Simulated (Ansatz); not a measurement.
# HfO2: the cost of one run

Program: Ansatz 0.2.0. PAW datasets, plane waves. Spin-unpolarised throughout; all numbers are computed.

### Step 1. Starting point

The unstrained cell was relaxed with r2SCAN; in each strained cell the atoms were relaxed again with r2SCAN. Names of k-points are those of the unstrained zone, where strain can split equivalent points. First state: -2.0 % strain along z alone.

The symmetry is P4_2/nmc (No. 137, tetragonal); conventional cell a = 3.577 Å, c = 5.098 Å, 10.87 Å³ an atom. Near Hf stand 8 O at 2.07–2.34 Å; near O stand 4 Hf at 2.07–2.34 Å.

Structure file:

```cif
data_structure
_symmetry_space_group_name_H-M 'P4_2/nmc:1'
_symmetry_Int_Tables_number 137
_cell_length_a 3.5767
_cell_length_b 3.5767
_cell_length_c 5.0982
_cell_angle_alpha 90.000
_cell_angle_beta 90.000
_cell_angle_gamma 90.000
_cell_volume 65.22
loop_
_atom_site_label
_atom_site_type_symbol
_atom_site_symmetry_multiplicity
_atom_site_Wyckoff_symbol
_atom_site_fract_x
_atom_site_fract_y
_atom_site_fract_z
_atom_site_occupancy
Hf1 Hf 2 a 0.50000 0.50000 0.50000 1
O1 O 4 d 0.00000 0.50000 0.70256 1
```

From earlier runs on the unstrained cell: PBE 4.73 eV, r2SCAN 5.26 eV, HSE06 6.37 eV, r2SCAN+SOC 5.27 eV; a = 3.577 Å, c = 5.202 Å.

### Step 2. -2.0 % strain along z alone: PBE

input.yaml

```yaml
crystal:
  lattice:
    - [3.5766926651, 0.0, 0.0]
    - [0.0, 3.5766926651, 0.0]
    - [0.0, 0.0, 5.0981799188]
  atoms:
    - { symbol: Hf, position: [0.5, 0.5, 0.5] }
    - { symbol: Hf, position: [0.0, 0.0, 0.0] }
    - { symbol: O, position: [0.0, 0.5, 0.7025603724] }
    - { symbol: O, position: [0.5, 0.0, 0.7974396276] }
    - { symbol: O, position: [0.5, 0.0, 0.2974396276] }
    - { symbol: O, position: [0.0, 0.5, 0.2025603724] }
kpoints:
  mp_grid: { grid: [8, 8, 6] }
  band_path:
    path:
      - [0.0, 0.0, 0.0]
      - [0.0, 0.5, 0.0]
      - [0.5, 0.5, 0.0]
      - [0.0, 0.0, 0.5]
      - [0.0, 0.5, 0.5]
      - [0.5, 0.5, 0.5]
      - [0.192708, 0.192708, 0.0]
    npoints: 1
hamiltonian:
  xc: pbe
scf:
  occupations: { method: fermi_dirac, width: 0.02 }
  n_extra_bands: 5
output:
  forces: true
  stress: true
  eigenvalues: true
  write_density: true
  write_potential: true
  elf: true
  volumetric_format: npy
```

Run with:

```sh
ansatz run input.yaml --threads 2 --pin off --max-ram 29491MiB --backend cpu --events-out ev --progress --plain --runs-dir out
```

Q: Estimate wall time and peak memory on 2 threads of AMD EPYC 7R13 (Zen 3), shared host.

About 4.3 s, with a peak of 0.56 GiB.
